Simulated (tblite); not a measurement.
# C7H15NSi: the cost of one run

Programs: tblite 0.8.0 and PySCF 2.14.0, with density-fitted response routines of our own. Each step states its level of theory. These are calculated values for one molecule in the gas phase, unless marked as measured. Atoms count from 0, in the outputs and in this text.

**1. Starting geometry**

24 atoms, charge 0, multiplicity 1; geometry from: force field or distance geometry start.

Bonds of the start (Å): C0–C1 1.31, C1–Si2 1.85, Si2–C3 1.85, C3–C4 1.49, C4–C5 1.53, C4–N6 1.42, C4–C7 1.48, C7–C8 1.32, C0–H9 1.08, C0–H10 1.10, C1–H11 1.10, Si2–H12 1.47, Si2–H13 1.47, C3–H14 1.14, C3–H15 1.11, C5–H16 1.10, C5–H17 1.10, C5–H18 1.14, N6–H19 1.00, N6–H20 1.02, C7–H21 1.11, C8–H22 1.11, C8–H23 1.10.

**2. Relaxing the molecule with GFN2-xTB**

What the job is given:

```
{"job": {"kind": "relax", "xc": "GFN2-xTB", "basis": "xTB"}, "charge": 0, "multiplicity": 1}
C      3.424700     0.444800    -0.420000
C      3.037600    -0.790200    -0.212700
Si     1.254900    -1.281600    -0.118400
C      0.344900     0.194200     0.522600
C     -1.145700     0.128600     0.475200
C     -1.715700    -1.054500     1.263400
N     -1.636000     1.297400     1.119900
C     -1.712900     0.126500    -0.890900
C     -1.668800     1.148800    -1.731700
H      4.465600     0.721700    -0.460900
H      2.694800     1.258300    -0.563900
H      3.831500    -1.537700    -0.070700
H      0.801500    -1.732200    -1.437700
H      1.188300    -2.428300     0.793600
H      0.627700     0.300400     1.619700
H      0.741100     1.112900     0.035000
H     -2.597800    -1.452600     0.744200
H     -0.937100    -1.791200     1.502000
H     -2.088800    -0.659500     2.262300
H     -2.450300     1.756000     0.763300
H     -0.972200     1.848800     1.671300
H     -2.221100    -0.788500    -1.251200
H     -1.169000     2.076200    -1.371600
H     -2.108900     1.121600    -2.734700
```

Command:

```sh
OMP_NUM_THREADS=1 python probes_run.py task.json out
```

One launch serves the whole session: the jobs run in the order shown.

Q: Estimate the wall time of this first job on 1 thread of Arm Neoverse V1, shared host.

About 1.9 s.
